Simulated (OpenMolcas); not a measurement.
# Mo²⁺ among point charges: CASSCF levels and susceptibility

How does a field of 3 point charges split the states of Mo²⁺, and what χT follows?

Program: OpenMolcas 26.06. Level of theory: state-averaged CASSCF, spin-orbit coupling by RASSI with atomic mean-field integrals. These are calculated values, not measurements, unless marked.

1 further run of the same task is left out (it didn't finish).

## Step 1: The system

| Property | Result |
| --- | --- |
| Species | Mo²⁺ (molybdenum, Z = 42, 40 electrons) |
| Basis | ANO-RCC-VDZP [6s5p3d1f], 43 functions |
| Scalar Hamiltonian | DKH2, point nucleus |
| Inactive shells | 1s 2s 2p 3s 3p 3d 4s 4p |
| Active space | 4 electrons in 5 orbitals (4d) |
| Some configurations of this space | 4d⁴ |
| Orbitals | optimised for each spin and parity, averaged over all roots |

The outer shells:

4d4
```
4d [↑ ][↑ ][↑ ][↑ ][  ]
```

The ion sits among 3 point charges of -2.5 e arranged as a planar triangle (D3h), 1.93 Å from the ion. The active orbitals were held to one l.

The work runs as a chain of OpenMolcas steps in one folder; each step below is one input file. Labels, J, g values, rates, χT and fits are worked out afterwards by a script from the matrices that RASSI stores.

## Step 2: Basis and integrals

The input, a.inp:

```
&GATEWAY
Coord
1

Mo 0.0 0.0 0.0
Basis=ANO-RCC-VDZP
Group=NoSym
NoMove
AngMom=0.0 0.0 0.0
AMFI
XField
3 Angstrom 0
1.930000 0.000000 0.000000 -2.500000
-0.965000 1.671429 0.000000 -2.500000
-0.965000 -1.671429 0.000000 -2.500000
&SEWARD
```

## Step 3: CASSCF: quintets, 5 roots

The input, a.inp:

```
&RASSCF
FileOrb=start.orb
Symmetry=1
Spin=5
nActEl=4 0 0
Inactive=18
Ras2=5
CIRoot=5 5 1
SDav=5
CIMx=300
Iter=120 100
PrWF=0.3
OrbListing=Nothing
MaxOrb=0
SupSym
1
15 10 11 12 13 14 19 20 21 22 23 32 33 34 35 36
>>> COPY $Project.JobIph JOB001
```

start.orb holds the contracted functions of the basis, ordered by shell, or the orbitals of the step before.

## Step 4: CASSCF: triplets, 45 roots

The input, a.inp:

```
&RASSCF
FileOrb=start.orb
Symmetry=1
Spin=3
nActEl=4 0 0
Inactive=18
Ras2=5
CIRoot=45 45 1
SDav=45
CIMx=300
Iter=120 100
PrWF=0.3
OrbListing=Nothing
MaxOrb=0
SupSym
1
15 10 11 12 13 14 19 20 21 22 23 32 33 34 35 36
>>> COPY $Project.JobIph JOB002
```

## Step 5: CASSCF: singlets, 50 roots

The input, a.inp:

```
&RASSCF
FileOrb=start.orb
Symmetry=1
Spin=1
nActEl=4 0 0
Inactive=18
Ras2=5
CIRoot=50 50 1
SDav=50
CIMx=300
Iter=120 100
PrWF=0.3
OrbListing=Nothing
MaxOrb=0
SupSym
1
15 10 11 12 13 14 19 20 21 22 23 32 33 34 35 36
>>> COPY $Project.JobIph JOB003
```

## Step 6: RASSI: spin-orbit coupling between the states

The input, a.inp:

```
&RASSI
NrOfJobIphs=3 5 45 50
1 2 3 4 5
1 2 3 4 5 6 7 8 9 10 11 12 13 14 15 16 17 18 19 20 21 22 23 24 25 26 27
28 29 30 31 32 33 34 35 36 37 38 39 40 41 42 43 44 45
1 2 3 4 5 6 7 8 9 10 11 12 13 14 15 16 17 18 19 20 21 22 23 24 25 26 27
28 29 30 31 32 33 34 35 36 37 38 39 40 41 42 43 44 45 46 47 48 49 50
IphNames
JOB001
JOB002
JOB003
EJob
SpinOrbit
DIPRint=1.0
SOCoupling=1000.0
Subsets=2
Property=9
'ANGMOM' 1 'ANGMOM' 2 'ANGMOM' 3 'MLTPL  1' 1 'MLTPL  1' 2 'MLTPL  1' 3
'AMFI' 1 'AMFI' 2 'AMFI' 3
SOProperty=3
'ANGMOM' 1 'ANGMOM' 2 'ANGMOM' 3
```

Before running it: what results should come out? Wanted: spin-free ground state; first state of the same spin within the active space; lowest level; next level.

The runs gave:

| quantity | value |
| --- | --- |
| method | CASSCF |
| spin-free ground state | 3E, 2-fold in its orbital part |
| first state of the same spin within the active space | 3A2 at 4600 cm⁻¹ |
| lowest level | 1-fold A1 |
| next level | 374.3 cm⁻¹ |
| χT at 300 K | 0.82 cm³ K/mol |
| effective moment at 300 K | 2.56 μB |

**Reading.** The spin-free ground state (3E) comes to 39 % from free-ion F terms and has less than the highest spin computed. χT at 300 K is 0.82, against 1.00 cm³ K/mol for the spin alone, so spin-orbit coupling lowers it. The field of point charges can differ much from that of real complexes. With metal d orbitals alone active, the gaps between spin states are rough; where two lie within a few thousand cm-1, their order is open. This is an electrostatic model: the charges have no orbitals.
